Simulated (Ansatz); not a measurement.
# Cl3Ga: the cost of one run

Computed with Ansatz 0.2.0, Gaussian basis. Level: PBE0-D4/def2-TZVP structures, single points in def2-TZVPP, no counterpoise correction.

Levels: SPW92, PBE-D4, BLYP-D4, r2SCAN-D4, B97M-V, PBE0-D4, B3LYP-D4, r2SCAN0-D4, BHLYP-D4, CAM-B3LYP-D4, wB97X-V, wB97M-V, B2PLYP, PBE-QIDH, RPA on PBE, Hartree-Fock, MP2, CCSD, CCSD(T).

Cores are frozen in the correlated methods. Filled d shells of the heavier atoms are correlated. B3LYP uses VWN-RPA correlation. B2PLYP carries no dispersion term here.

94 further runs of the same task are left out: 94 set aside as unsound or not needed. Runs told in other sessions of the task aren't counted.

### Step 1. Where the work starts

The complex: 9 atoms, charge 0, spin multiplicity 1.

Atoms are counted from 1 here; the program's logs count them from 0.

Bond lengths: Ga1–Cl2 2.116 Å, Ga1–Cl3 2.116 Å, Ga1–Cl4 2.115 Å, H5–C6 1.093 Å, C6–H7 1.090 Å, C6–H8 1.089 Å, C6–H9 1.092 Å. Angles: Cl2–Ga1–Cl3 119.7°, Cl2–Ga1–Cl4 119.9°, Cl3–Ga1–Cl4 120.0°, H5–C6–H7 107.8°, H5–C6–H8 109.9°, H5–C6–H9 111.4°, H7–C6–H8 109.9°, H7–C6–H9 107.9°, H8–C6–H9 109.9°.

As a file:

```xyz
9
CH4Cl3Ga
Ga   -0.6855   -0.1742   -1.5780
Cl    0.7367    1.0801   -2.5179
Cl   -0.4268   -2.2740   -1.6311
Cl   -2.4717    0.6508   -0.8029
H     0.9823    0.7423    0.4880
C     0.5615    0.1447    1.3002
H     1.3130    0.0736    2.0863
H    -0.3351    0.6256    1.6875
H     0.3256   -0.8689    0.9680
```

Its parts: GaCl3 holds atoms 1, 2, 3, 4; CH4 holds atoms 5, 6, 7, 8, 9. Each part counts its atoms afresh in its own runs.

### Step 2. Relaxing GaCl3 alone

File relax-a/in.yaml:

```yaml
crystal:
  periodic: [false, false, false]
  atoms:
    - {symbol: Ga, position_ang: [-0.685452, -0.174226, -1.578004]}
    - {symbol: Cl, position_ang: [0.736693, 1.080106, -2.517950]}
    - {symbol: Cl, position_ang: [-0.426818, -2.273988, -1.631105]}
    - {symbol: Cl, position_ang: [-2.471744, 0.650794, -0.802927]}
basis:
  gaussian: {orbitals: def2-TZVP}
hamiltonian: {xc: pbe0, dispersion: d4}
relax: {f_tol: 0.005, max_steps: 200}
```

Command:

```
ansatz run in.yaml --threads 8 --pin off --events-out ev --progress --plain --max-ram 19148MiB
```

**Question.** How long does this run take on 8 threads of Arm Neoverse V2, shared host?

About 4.3 s.
